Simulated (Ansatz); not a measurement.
# CH6BNSi: basis-set convergence

An exercise on one series of results from a longer session: the logs are not shown, and one member is left open.

The runs use Ansatz 0.2.0, Gaussian basis; one geometry, several basis sets.

Levels to be run: PBE0-D4/def2-SVP; ωB97M-V/def2-SVP; PBE0-D4/def2-QZVPP; ωB97M-V/def2-QZVPP; the functionals' def2-TZVPP values are taken from earlier runs.

## The relaxed structure

The geometry comes from an earlier relaxation with PBE0-D4 in a triple-zeta def2 set; it is a stationary point, not always the lowest conformer.

SMILES `NB1C[SiH2]1`, 10 atoms, charge 0, spin multiplicity 1.

Atoms are counted from 1 here; the program's logs count them from 0.

Bond lengths: N1–B2 1.375 Å, N1–H5 1.006 Å, N1–H6 1.008 Å, B2–C3 1.561 Å, B2–Si4 1.945 Å, C3–Si4 1.905 Å, C3–H7 1.090 Å, C3–H8 1.090 Å, Si4–H9 1.484 Å, Si4–H10 1.484 Å. Angles: B2–N1–H5 123.0°, B2–N1–H6 123.0°, H5–N1–H6 114.1°, N1–B2–C3 139.1°, N1–B2–Si4 156.1°, C3–B2–Si4 64.8°, B2–C3–Si4 67.4°, B2–C3–H7 118.6°, B2–C3–H8 118.2°, Si4–C3–H7 118.0°, Si4–C3–H8 117.3°, H7–C3–H8 111.2°, B2–Si4–C3 47.8°, B2–Si4–H9 123.1°, B2–Si4–H10 123.3°, C3–Si4–H9 116.4°, C3–Si4–H10 116.3°, H9–Si4–H10 112.3°.

The first run:

Input file in.yaml:

```yaml
crystal:
  periodic: [false, false, false]
  atoms:
    - {symbol: N, position_ang: [-1.521884, 0.446515, -1.056729]}
    - {symbol: B, position_ang: [-0.407216, 0.188571, -0.293785]}
    - {symbol: C, position_ang: [0.369171, -1.035232, 0.285615]}
    - {symbol: Si, position_ang: [1.165292, 0.628333, 0.762317]}
    - {symbol: H, position_ang: [-1.817649, 1.377577, -1.296058]}
    - {symbol: H, position_ang: [-2.114783, -0.280890, -1.425631]}
    - {symbol: H, position_ang: [-0.099469, -1.623728, 1.074504]}
    - {symbol: H, position_ang: [0.918473, -1.672131, -0.408293]}
    - {symbol: H, position_ang: [1.098517, 1.003819, 2.196088]}
    - {symbol: H, position_ang: [2.492747, 0.916065, 0.165070]}
basis:
  gaussian: {orbitals: def2-SVP}
hamiltonian: {xc: pbe0, dispersion: d4}
output: {orbitals: {seedname: orbitals}}
```

The run is started by

```bash
$ ansatz run in.yaml --threads 2 --pin off --events-out ev --progress --plain --max-ram 4352MiB
```

Among the steps run: PBE0-D4 in def2-SVP; ωB97M-V in def2-SVP; PBE0-D4 in def2-QZVPP; ωB97M-V in def2-QZVPP.

One of the session's tables, all rows but one given; the rest of the session is left out.

```
functional       basis  HOMO (eV)  LUMO (eV)
   PBE0-D4    def2-SVP          ?          ?
   PBE0-D4  def2-TZVPP      -6.22      -0.51
   PBE0-D4  def2-QZVPP      -6.24      -0.56
   ωB97M-V    def2-SVP      -8.20       1.78
   ωB97M-V  def2-TZVPP      -8.31       1.53
   ωB97M-V  def2-QZVPP      -8.33       1.37
```

**Question.** Estimate the row for PBE0-D4, def2-SVP.

As computed: HOMO (eV): -6.14; LUMO (eV): -0.31. In the column «HOMO (eV)» it is the highest.
